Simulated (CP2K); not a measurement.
# Si2N2H7 (SMILES N[Si](N)[SiH3]), run twice

Aim: energy and gradient of Si2N2H7 at GFN2-xTB.

The results are computed with CP2K 2026.2.

1 further run of the same task is left out (set aside as unsound or not needed).

## Step 1: The molecule

The species is Si2N2H7 (11 atoms), meant as a doublet with charge 0. SMILES: `N[Si](N)[SiH3]`. The coordinates come from a GFN2-xTB relaxation. This is one conformer, not always the lowest.

Bond lengths: N1–Si2 1.737 Å, Si2–N3 1.738 Å, Si2–Si4 2.293 Å, N1–H5 1.006 Å, N1–H6 1.005 Å, N3–H7 1.007 Å, N3–H8 1.006 Å, Si4–H9 1.469 Å, Si4–H10 1.470 Å, Si4–H11 1.472 Å. Some angles: N1–Si2–N3 100.3°, N1–Si2–Si4 111.2°, N3–Si2–Si4 110.6°, Si2–N1–H5 121.2°, Si2–N1–H6 119.5°, Si2–N3–H7 120.9°, Si2–N3–H8 119.2°, Si2–Si4–H9 105.5°, Si2–Si4–H10 105.4°, Si2–Si4–H11 128.2°.

## Step 2: The input as first written

mol.inp

```
&force_eval
 method QS
 &dft
  multiplicity 2
  lsd T
  # Quickstep
  &qs
   method XTB
   eps_default 1.0E-10
   &xtb
    gfn_type TBLITE
    &tblite
     method GFN2
    &end tblite
    check_atomic_charges F
   &end xtb
  &end qs
  # cluster boundary conditions
  &poisson
   periodic NONE
   poisson_solver ANALYTIC
  &end poisson
  &scf
   scf_guess ATOMIC
   eps_scf 1.0E-06
   max_scf 150
   added_mos 4
   &diagonalization
    algorithm STANDARD
   &end diagonalization
   &mixing
    method DIRECT_P_MIXING
    alpha 0.4
   &end mixing
  &end scf
  &print
   &moments
    periodic F
    reference COM
    max_moment 1
   &end moments
   &mo ON
    energies T
    occupation_numbers T
    ndigits 6
    &each
     qs_scf 0
    &end each
    add_last NUMERIC
   &end mo
   &hirshfeld OFF
   &end hirshfeld
  &end print
 &end dft
 &subsys
  &cell
   abc 15.5 16.3 16.7
   periodic NONE
  &end cell
  &coord
   N     -0.793470     1.460790     0.716750
   Si    -0.346290    -0.212600     0.588970
   N      1.244910    -0.164760     1.286900
   Si    -0.246540    -0.880580    -1.602410
   H     -0.422920     2.044990     1.447630
   H     -1.728400     1.743700     0.478490
   H      1.460290     0.466820     2.040850
   H      1.762120    -1.021100     1.389460
   H     -1.633300    -0.846900    -2.087360
   H      0.157600    -2.293190    -1.562510
   H      0.546000    -0.297180    -2.696770
  &end coord
  &topology
   &center_coordinates
   &end center_coordinates
  &end topology
 &end subsys
 &print
  &forces ON
  &end forces
 &end print
&end force_eval
&global
 project_name mol
 run_type FREQ
 print_level MEDIUM
&end global
```

Command:

```
OMP_NUM_THREADS=1 cp2k.psmp mol.inp > mol.out
```

The log of the run:

```text
*******************************************************************************
 *   ___                                                                       *
 *  /   \                                                                      *
 * [ABORT]                                                                     *
 *  \___/                   invalid value for enumeration:FREQ                 *
 *    |                                                                        *
 *  O/|                                                                        *
 * /| |                                                                        *
 * / \                                     input/input_enumeration_types.F:215 *
 *******************************************************************************

 ===== Routine Calling Stack =====

            4 val_create_parsing
            3 section_vals_parse
            2 section_vals_parse
            1 read_input

Program received signal SIGABRT: Process abort signal.

Backtrace for this error:
#0  0x4e637e0df957 in ???
#1  0x4e639e994cac in __pthread_kill_implementation
#2  0x4e639e93bfb7 in raise
#3  0x4e639e925d37 in abort
#4  0x4e637e7b2d83 in ???
#5  0x4e637e7b4297 in ???
#6  0x4e637e7b4497 in ???
#7  0x4e637e91226f in ???
#8  0x4e637e92183b in ???
#9  0x4e637e92367b in ???
#10  0x4e637e9238f7 in ???
#11  0x4e637e1f9807 in ???
#12  0x4e637ea64e8b in ???
#13  0x4e637ea69d0b in ???
#14  0x4e637e180db3 in ???
#15  0x4e637e17ef13 in ???
#16  0x4e639e926573 in __libc_start_call_main
#17  0x4e639e926657 in __libc_start_main_impl
#18  0x4e637e17f06f in ???
#19  0xffffffffffffffff in ???
```

It took 0.18 s on 1 thread of Arm Neoverse V2, shared host.

## Step 3: What went wrong

The program refused the input.

The log says `\___/                   invalid value for enumeration:FREQ`. What is wrong: unknown run type.

## Step 4: Try two

gas.inp

```
&GLOBAL
  PROJECT gas
  RUN_TYPE ENERGY_FORCE
  PRINT_LEVEL MEDIUM
&END GLOBAL

&FORCE_EVAL
  METHOD Quickstep
  &DFT
    CHARGE 0
    MULTIPLICITY 2
    UNRESTRICTED_KOHN_SHAM T
    ! Quickstep
    &QS
      METHOD XTB
      EPS_DEFAULT 1.0E-10
      &XTB
        GFN_TYPE TBLITE
        &TBLITE
          METHOD GFN2
        &END TBLITE
        CHECK_ATOMIC_CHARGES F
      &END XTB
    &END QS
    ! cluster boundary conditions
    &POISSON
      PERIODIC NONE
      POISSON_SOLVER ANALYTIC
    &END POISSON
    &SCF
      SCF_GUESS ATOMIC
      EPS_SCF 1.0E-06
      MAX_SCF 150
      ADDED_MOS 4
      &DIAGONALIZATION
        ALGORITHM STANDARD
      &END DIAGONALIZATION
      &MIXING
        METHOD DIRECT_P_MIXING
        ALPHA 0.4
      &END MIXING
    &END SCF
    &PRINT
      &MOMENTS
        PERIODIC F
        REFERENCE COM
        MAX_MOMENT 1
      &END MOMENTS
      &MO ON
        ENERGIES T
        OCCUPATION_NUMBERS T
        NDIGITS 6
        &EACH
          QS_SCF 0
        &END EACH
        ADD_LAST NUMERIC
      &END MO
      &HIRSHFELD OFF
      &END HIRSHFELD
    &END PRINT
  &END DFT
  &SUBSYS
    ! box in angstrom
    &CELL
      ABC [angstrom] 15.5 16.3 16.7
      PERIODIC NONE
    &END CELL
    &COORD
      N     -0.793470     1.460790     0.716750
      Si    -0.346290    -0.212600     0.588970
      N      1.244910    -0.164760     1.286900
      Si    -0.246540    -0.880580    -1.602410
      H     -0.422920     2.044990     1.447630
      H     -1.728400     1.743700     0.478490
      H      1.460290     0.466820     2.040850
      H      1.762120    -1.021100     1.389460
      H     -1.633300    -0.846900    -2.087360
      H      0.157600    -2.293190    -1.562510
      H      0.546000    -0.297180    -2.696770
    &END COORD
    &TOPOLOGY
      &CENTER_COORDINATES
      &END CENTER_COORDINATES
    &END TOPOLOGY
  &END SUBSYS
  ! extra output
  &PRINT
    &FORCES ON
    &END FORCES
  &END PRINT
&END FORCE_EVAL
```

Command:

```
OMP_NUM_THREADS=1 cp2k.psmp gas.inp > gas.out
```

The log of the run:

```text
CP2K| version string:                                       CP2K version 2026.2
[...]
 GLOBAL| Method name                                                        CP2K
[...]
 GLOBAL| Run type                                                   ENERGY_FORCE
[...]
                             - Atoms:                                         11
[...]
                             - Spherical basis functions:                     33
[...]
 Number of electrons:                                                         13
[...]
  *** SCF run converged in    17 steps ***
[...]
  Fermi energy:                                                -0.26569246583362
[...]
 TB_DIPOLE| Moment [Debye]         -0.38529553       0.16285913       1.79562192
 TB_DIPOLE| Derivative [a.u.]       0.00000000       0.00000000       0.00000000
[...]
 ENERGY| Total FORCE_EVAL ( QS ) energy [hartree]            -12.839208996712200
 FORCES| Atomic forces [hartree/bohr]
 FORCES|   Atom     x               y               z               |f|
 FORCES|      1 -2.69263398E-04  9.34230945E-05 -1.30859696E-04   3.13615867E-04
 FORCES|      2  3.80474839E-04  1.40371999E-04 -5.99235971E-04   7.23566963E-04
 FORCES|      3  2.29967260E-04  7.35634480E-05  7.25621676E-05   2.52114636E-04
 FORCES|      4 -2.50570396E-04 -1.87202507E-04  3.68485157E-04   4.83333852E-04
 FORCES|      5 -4.79858018E-05 -1.71304222E-04  4.78353688E-05   1.84217253E-04
 FORCES|      6  1.62571555E-04  8.85507746E-05  8.47015583E-05   2.03580707E-04
 FORCES|      7 -1.42966893E-04 -2.66290417E-04 -1.73599536E-04   3.48549735E-04
 FORCES|      8 -6.70272414E-05  1.41947471E-04  1.23921586E-04   1.99995738E-04
 FORCES|      9  2.42278330E-05 -4.57524532E-07 -5.68249652E-05   6.17759977E-05
 FORCES|     10  2.02603638E-05  9.59619931E-06 -8.06063403E-05   8.36657127E-05
 FORCES|     11 -3.96881211E-05  7.78016842E-05  3.43620671E-04   3.54546773E-04
 FORCES| Sum    -3.64969556E-17 -2.62146533E-16  5.55111512E-17
 FORCES| Total atomic force                                       2.70433578E-16
[...]
```

Wall time 0.26 s (1 thread of Arm Neoverse V2, shared host).

## Step 5: Results

Level: GFN2-xTB.

| quantity | value |
| --- | --- |
| total energy | -12.83921 Eh |
| dipole moment (from atomic charges alone) | 1.84 D |
| HOMO energy (highest over α and β) | -7.40 eV |
| LUMO energy (lowest over α and β) | -7.06 eV |
| largest force on an atom | 0.037 eV/Å |

In words: The dipole comes from point charges on the atoms alone, without atomic dipoles, so it is partial.
